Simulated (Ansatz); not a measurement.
Geometry optimisation, DFT LDA, scalar-relativistic, plane waves, PAW in Ansatz.

Input file:

```yaml
accuracy: low
crystal:
  lattice:
    - [5.52, 0.0, 0.0]
    - [-4.14, 7.17069, 0.0]
    - [0.0, 0.0, 4.4574]
  atoms:
    - { symbol: Re, position: [0.0, 0.0, 0.0] }
    - { symbol: Re, position: [0.1666667, 0.2222222, 0.5] }
    - { symbol: Re, position: [0.0, 0.3333333, 0.0] }
    - { symbol: Re, position: [0.1666667, 0.5555556, 0.5] }
    - { symbol: Re, position: [0.0, 0.6666667, 0.0] }
    - { symbol: Re, position: [0.1666667, 0.8888889, 0.5] }
    - { symbol: Re, position: [0.5, 0.0, 0.0] }
    - { symbol: Re, position: [0.6666667, 0.2222222, 0.5] }
    - { symbol: Re, position: [0.5, 0.3333333, 0.0] }
    - { symbol: Re, position: [0.6666667, 0.5555556, 0.5] }
    - { symbol: Re, position: [0.5, 0.6666667, 0.0] }
    - { symbol: Re, position: [0.6666667, 0.8888889, 0.5] }
    - { symbol: Re, position: [0.4945718, 0.6680005, 0.3724066] }
basis:
  ecutwfc: 420.0
kpoints:
  mp_grid: { grid: [3, 2, 3] }
hamiltonian:
  xc: lda
scf:
  occupations: { method: fermi_dirac, width: 0.1 }
  lower_state_search: "off"
relax:
  f_tol: 0.08
  max_steps: 25
  adjacent_minimum: "off"
output:
  write_density: true
  write_potential: true
  elf: true
  volumetric_format: npy
```

Run as:

```bash
$ ansatz run input.yaml --threads 2 --pin off --max-ram 5120MiB --backend cpu --events-out ev --progress --plain --runs-dir out
```

Where does it end, and by what steps?

The forces met the threshold. The threshold is loose, so the end isn't yet a minimum. Limits of this set-up: coarse k mesh, a small cell, in which the defect meets its images, low accuracy level. After 18 steps the energy has fallen by 57.127 eV; Re12 moved furthest, 1.21 Å. The start is strongly strained (largest force component 71 eV/Å). Joined: Re8–Re13 (4.23 → 3.13 Å).

```
step  energy less start (eV)  largest force component (eV/Å)  accepted
   0                  0.0000                          71.479       yes
   1                -35.0958                          30.227       yes
   2                -48.3127                          12.049       yes
   3                -52.9680                           4.531       yes
   4                -54.6809                           1.628       yes
   5                -55.4652                           1.745       yes
   6                -56.2352                           1.804       yes
   7                -56.5486                           1.797       yes
   8                -56.7812                           1.111       yes
   9                -56.7832                           0.990       yes
  10                -56.9163                           0.182       yes
  11                -56.9299                           0.170       yes
  12                -56.9505                           0.247       yes
  13                -57.0078                           0.747       yes
  14                -57.0566                           0.780       yes
  15                -56.9660                           0.849        no
  16                -57.0138                           0.703        no
  17                -57.1157                           0.143       yes
  18                -57.1266                           0.076       yes
```

```xyz
13
Lattice="5.5200 0.0000 0.0000 -4.1400 7.1707 0.0000 0.0000 0.0000 4.4574" Properties=species:S:1:pos:R:3
Re 0.317 0.150 0.717
Re -0.029 1.820 2.339
Re -1.494 2.195 -0.060
Re -1.626 3.688 2.028
Re -2.891 4.672 -0.099
Re -2.530 6.063 2.308
Re 2.539 0.006 -0.200
Re 2.683 1.373 2.090
Re 1.414 2.343 -0.078
Re 1.415 3.890 2.032
Re -0.140 4.319 -0.547
Re 0.591 6.761 3.211
Re -0.286 5.755 1.291
```

Time of the run: 2.7 min on 2 threads of Intel(R) Xeon(R) Platinum 8259CL CPU @ 2.50GHz (Skylake/Cascade Lake), with other jobs on the host, peak memory 0.7 GiB.
